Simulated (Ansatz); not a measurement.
# BF3 (boron trifluoride): HF/STO-3G

What is the electronic atomisation energy of BF3 (boron trifluoride) at HF/STO-3G? 

The calculation is run with Ansatz 0.2.0.

37 further runs of the same task are left out: 1 that didn't finish, 36 set aside as unsound or not needed.

**1. Starting point**

BF3 has 4 atoms, charge 0, and is taken as a singlet. As SMILES, `FB(F)F`. The shape is that of a PBE0-D4/def2-TZVP optimisation.

Bond lengths: F1–B2 1.311 Å, B2–F3 1.311 Å, B2–F4 1.311 Å. Angles: F1–B2–F3 120.0°, F1–B2–F4 120.0°, F3–B2–F4 120.0°.

**2. A single-point energy at HF/STO-3G**

The input, run.yaml:

```yaml
crystal:
  periodic: [false, false, false]
  atoms:
    - {symbol: F, position_ang: [0.543870, 0.210740, 1.174280]}
    - {symbol: B, position_ang: [0.000020, -0.000000, 0.000010]}
    - {symbol: F, position_ang: [-0.265170, -1.223510, -0.389620]}
    - {symbol: F, position_ang: [-0.278730, 1.012770, -0.784660]}
basis:
  gaussian: {orbitals: STO-3G}
accuracy: high
hamiltonian: {xc: hf}
output: {orbitals: {seedname: orbitals}}
```

Launch:

```
$ ansatz run run.yaml --threads 1 --pin off --max-ram 3480MiB --events-out events.jsonl --progress --plain --runs-dir runs
```

Log:

```text
Warning: RAYON_NUM_THREADS=1 ignored (pool sized by the plan → 1); use --threads N
Functional definition: HF
  name "HF"
  exchange = exact_x
  correlation = 0
366 factors; integrals over basis functions are off by at most 3.2e-8 eV
mean field evaluation 1: about -8668.3019 eV, gradient 2.9e1 eV
mean field evaluation 2: about -8668.3712 eV, gradient 2.9e1 eV
mean field evaluation 4: about -8671.2321 eV, gradient 8.7e-1 eV
mean field evaluation 8: about -8671.2325 eV, gradient 5.0e-6 eV
mean field -8671.23248703 eV, -318.6619163259 hartree, gradient 7.5e-9 eV, S^2 0.000000; 0 other end points of the search recorded, 0 dependent functions left out
reference -8671.23248703 eV, -318.6619163259 hartree; 16, 16 occupied and 4, 4 virtual orbitals, 366 factors
Total energy: -8671.23248703 eV, -318.6619163259 hartree
```

Wall time 0.08 s (1 thread of Arm Neoverse V2, shared host).

**3. The B atom**

The input, run.yaml:

```yaml
crystal:
  periodic: [false, false, false]
  atoms:
    - {symbol: B, position_ang: [0.000000, 0.000000, 0.000000]}
basis:
  gaussian:
    orbitals: STO-3G
total_charge: 0
magnetization:
  spin_polarized: true
  initial_magnetization: 1
hamiltonian:
  xc: hf
accuracy: high
```

Launch:

```
$ ansatz run run.yaml --threads 1 --pin off --max-ram 3480MiB --events-out events.jsonl --progress --plain --runs-dir runs
```

Log:

```text
Warning: RAYON_NUM_THREADS=1 ignored (pool sized by the plan → 1); use --threads N
Functional definition: HF
  name "HF"
  exchange = exact_x
  correlation = 0
15 factors; integrals over basis functions are off by at most 8.9e-10 eV
mean field evaluation 1: about -657.1275 eV, gradient 2.3e-14 eV
mean field evaluation 2: about -655.6556 eV, gradient 5.8e0 eV
mean field evaluation 4: about -656.3328 eV, gradient 3.7e0 eV
mean field evaluation 8: about -657.1193 eV, gradient 1.7e-1 eV
mean field evaluation 16: about -655.6556 eV, gradient 5.8e0 eV
mean field -657.12745801 eV, -24.1489886649 hartree, gradient 0.0e0 eV, S^2 0.750000; 3 other end points of the search recorded, 0 dependent functions left out
reference -657.12745801 eV, -24.1489886649 hartree; 3, 2 occupied and 2, 3 virtual orbitals, 15 factors
Total energy: -657.12745801 eV, -24.1489886649 hartree
```

It took 0.04 s on 1 thread of Arm Neoverse V2, shared host.

**4. The F atom at the same level**

The input, in.yaml:

```yaml
crystal:
  periodic: [false, false, false]
  atoms:
    - {symbol: F, position_ang: [0.000000, 0.000000, 0.000000]}
basis:
  gaussian: {orbitals: STO-3G}
magnetization: {spin_polarized: true, initial_magnetization: 1}
hamiltonian: {xc: hf}
accuracy: high
```

Run the same way, it converges to -97.98651 Eh (log not shown).

**5. Summary of results**

At HF/STO-3G:

| quantity | value |
| --- | --- |
| molecule: total energy | -318.66192 Eh |
| molecule: HOMO energy | -13.03 eV |
| molecule: LUMO energy | 9.29 eV |
| molecule: HOMO–LUMO gap | 22.31 eV |
| B atom: total energy | -24.14899 Eh |
| B atom: ⟨S²⟩ | 0.750 |
| F atom: total energy | -97.98651 Eh |
| F atom: ⟨S²⟩ | 0.750 |
| electronic atomisation energy | 15.059 eV |

What this shows: Taking the molecule apart into free atoms costs 15.06 eV (1453 kJ/mol), before zero-point energy and without spin-orbit coupling. Hartree–Fock lacks the correlation of the bonding pairs, which as a rule makes this value much too low; in minimal bases other errors can mask that. In a minimal basis such a difference can be off by several eV, whatever the method.
